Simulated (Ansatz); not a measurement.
# AlFH₄O₂Si: one species, many methods

One table from this session's results is given with a row withheld; the runs are named, their logs left out.

The runs use Ansatz 0.2.0, Gaussian basis; functionals in def2-TZVPP, the program's frozen cores in correlated methods.

The runs, in order: LDA (SPW92), PBE-D4, revPBE-D4, BLYP-D4, r2SCAN-D4, B97M-V, PBE0-D4, B3LYP-D4, r2SCANh-D4, r2SCAN0-D4, HSE06-D4, BHLYP-D4, CAM-B3LYP-D4, LC-ωPBE, ωB97X-V, ωB97M-V, B2PLYP, PBE-QIDH; CCSD(T)/def2-SVP; CCSD(T)/def2-TZVPP; MP2/def2-QZVPP; extrapolation to the limit; RPA on PBE.

## The geometry

The geometry comes from an earlier relaxation with PBE0-D4 in a triple-zeta def2 set; it is a stationary point, not always the lowest conformer.

SMILES `[OH][Al]([F])[O][SiH3]`, 9 atoms, charge 0, spin multiplicity 1.

Atoms are counted from 1 here; the program's logs count them from 0.

Bond lengths: O1–Al2 1.679 Å, O1–H6 0.955 Å, Al2–F3 1.638 Å, Al2–O4 1.669 Å, O4–Si5 1.627 Å, Si5–H7 1.486 Å, Si5–H8 1.486 Å, Si5–H9 1.486 Å. Angles: Al2–O1–H6 123.0°, O1–Al2–F3 117.2°, O1–Al2–O4 123.0°, F3–Al2–O4 119.8°, Al2–O4–Si5 167.2°, O4–Si5–H7 110.3°, O4–Si5–H8 110.0°, O4–Si5–H9 109.4°, H7–Si5–H8 109.1°, H7–Si5–H9 108.9°, H8–Si5–H9 109.0°.

The first run:

The input, in.yaml:

```yaml
crystal:
  periodic: [false, false, false]
  atoms:
    - {symbol: O, position_ang: [2.155986, 0.918277, 1.557418]}
    - {symbol: Al, position_ang: [1.514974, -0.063554, 0.355066]}
    - {symbol: F, position_ang: [2.547960, -1.072769, -0.418132]}
    - {symbol: O, position_ang: [-0.099300, -0.046556, -0.068434]}
    - {symbol: Si, position_ang: [-1.569922, -0.278197, -0.725019]}
    - {symbol: H, position_ang: [1.628783, 1.536958, 2.059549]}
    - {symbol: H, position_ang: [-1.489905, -0.208333, -2.207625]}
    - {symbol: H, position_ang: [-2.100862, -1.608587, -0.328189]}
    - {symbol: H, position_ang: [-2.499114, 0.776461, -0.241735]}
basis:
  gaussian: {orbitals: def2-TZVPP}
hamiltonian: {xc: lda}
output: {orbitals: {seedname: orbitals}}
```

Among the steps run: LDA; PBE-D4 (GGA); revPBE-D4 (GGA); BLYP-D4 (GGA); r2SCAN-D4 (meta-GGA); B97M-V (meta-GGA); PBE0-D4 (hybrid); B3LYP-D4 (hybrid); r2SCANh-D4 (hybrid); r2SCAN0-D4 (hybrid); HSE06-D4 (hybrid); BHLYP-D4 (hybrid); CAM-B3LYP-D4 (range-separated); LC-ωPBE-D4 (range-separated; the results give it without D4); ωB97X-V (range-separated); ωB97M-V (range-separated); B2PLYP (double hybrid); PBE-QIDH (double hybrid).

One table of the session follows, with a row left open; its other results are not shown here.

It belongs to the step «Frontier levels by functional». 

```
  functional  HOMO (eV)  gap (eV)
 LDA (SPW92)      -7.60      5.51
      PBE-D4      -7.49      5.67
   revPBE-D4      -7.44      5.77
     BLYP-D4      -7.41      5.62
   r2SCAN-D4      -7.85      6.52
      B97M-V      -7.94      6.23
     PBE0-D4      -8.96      8.02
    B3LYP-D4      -8.75      7.49
  r2SCANh-D4      -8.40      7.34
  r2SCAN0-D4      -9.21      8.55
    HSE06-D4      -8.56      7.24
    BHLYP-D4          ?         ?
CAM-B3LYP-D4     -10.41     10.31
     LC-ωPBE     -11.77     13.01
     ωB97X-V     -11.43     12.43
     ωB97M-V     -11.27     11.91
```

**Question.** Estimate the row for BHLYP-D4.

Worked estimate for «HOMO (eV)». Against the share of exact exchange, BLYP-D4 (0, -7.41), B3LYP-D4 (0.2, -8.75) give a slope of -6.70 per unit share; at 0.5 the line stands at -10.76.

The run gave: HOMO (eV): -10.37; gap (eV): 10.15. In «HOMO (eV)» the line misses by -0.39.
